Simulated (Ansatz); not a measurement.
**CH₉BSiSn: one species, many methods**

An exercise on one series of results from a longer session: the logs are not shown, and one member is left open.

Program: Ansatz 0.2.0, Gaussian basis. Level of theory: functionals in def2-TZVPP, the program's frozen cores in correlated methods. These are calculated values, not measurements.

The runs, in order: PBE-D4, r2SCAN-D4, PBE0-D4, B3LYP-D4, ωB97X-V, ωB97M-V, B2PLYP; CCSD(T)/def2-TZVPP; MP2/def2-QZVPP; extrapolation to the limit.

## The relaxed structure

The geometry comes from an earlier relaxation with PBE0-D4 in a triple-zeta def2 set; it is a stationary point, not always the lowest conformer. Sn takes the def2 core potential; no spin-orbit term is included.

SMILES `[CH3][SnH2][BH][SiH3]`, 13 atoms, charge 0, spin multiplicity 1.

Atoms are counted from 1 here; the program's logs count them from 0.

Bond lengths: C1–Sn2 2.146 Å, C1–H5 1.090 Å, C1–H6 1.090 Å, C1–H7 1.090 Å, Sn2–B3 2.251 Å, Sn2–H8 1.715 Å, Sn2–H9 1.717 Å, B3–Si4 2.001 Å, B3–H10 1.196 Å, Si4–H11 1.490 Å, Si4–H12 1.497 Å, Si4–H13 1.488 Å. Angles: Sn2–C1–H5 109.9°, Sn2–C1–H6 110.3°, Sn2–C1–H7 110.0°, H5–C1–H6 108.9°, H5–C1–H7 108.7°, H6–C1–H7 108.9°, C1–Sn2–B3 113.1°, C1–Sn2–H8 108.7°, C1–Sn2–H9 108.3°, B3–Sn2–H8 111.0°, B3–Sn2–H9 108.8°, H8–Sn2–H9 106.8°, Sn2–B3–Si4 121.4°, Sn2–B3–H10 117.6°, Si4–B3–H10 121.0°, B3–Si4–H11 112.4°, B3–Si4–H12 103.9°, B3–Si4–H13 116.2° and more.

Set-up of the first run:

in.yaml reads:

```yaml
crystal:
  periodic: [false, false, false]
  atoms:
    - {symbol: C, position_ang: [-1.388756, 1.545899, -0.304154]}
    - {symbol: Sn, position_ang: [-0.192706, 0.795713, 1.311647]}
    - {symbol: B, position_ang: [1.038782, -0.999318, 0.738323]}
    - {symbol: Si, position_ang: [1.071975, -1.682465, -1.142312]}
    - {symbol: H, position_ang: [-0.748829, 1.825288, -1.141584]}
    - {symbol: H, position_ang: [-1.952445, 2.421376, 0.017969]}
    - {symbol: H, position_ang: [-2.088518, 0.779322, -0.638423]}
    - {symbol: H, position_ang: [-1.221316, 0.436253, 2.636537]}
    - {symbol: H, position_ang: [0.863131, 2.047052, 1.828718]}
    - {symbol: H, position_ang: [1.624271, -1.570579, 1.611144]}
    - {symbol: H, position_ang: [0.997904, -0.584871, -2.146524]}
    - {symbol: H, position_ang: [-0.192748, -2.474252, -1.258761]}
    - {symbol: H, position_ang: [2.209455, -2.574218, -1.497980]}
basis:
  gaussian: {orbitals: def2-TZVPP}
hamiltonian: {xc: pbe, dispersion: d4}
output: {forces: true, orbitals: {seedname: orbitals}}
```

Started as:

```console
> ansatz run in.yaml --threads 4 --pin off --events-out ev --progress --plain --max-ram 10444MiB
```

Steps of the session up to this table: PBE-D4 (GGA); r2SCAN-D4 (meta-GGA); PBE0-D4 (hybrid); B3LYP-D4 (hybrid); ωB97X-V (range-separated); ωB97M-V (range-separated); B2PLYP (double hybrid); CCSD(T) in def2-TZVPP; MP2 in def2-QZVPP.

One table of the session follows, with a row left open; its other results are not shown here.

```
            method  atomisation energy (kJ/mol)
            PBE-D4                       3910.2
         r2SCAN-D4                       3924.2
           PBE0-D4                       3898.4
          B3LYP-D4                       3920.4
           ωB97X-V                       3949.6
           ωB97M-V                       3921.5
            B2PLYP                       3864.6
     HF/def2-TZVPP                       2979.1
    MP2/def2-TZVPP                       3806.5
   CCSD/def2-TZVPP                            ?
CCSD(T)/def2-TZVPP                       3846.3
           MP2/CBS                       3892.6
       CCSD(T)/CBS                       3932.4
```

**Question.** Estimate the row for CCSD/def2-TZVPP.

As computed: atomisation energy (kJ/mol): 3808.2. In the column «atomisation energy (kJ/mol)» it lies between MP2/def2-TZVPP (3806.5) and CCSD(T)/def2-TZVPP (3846.3).
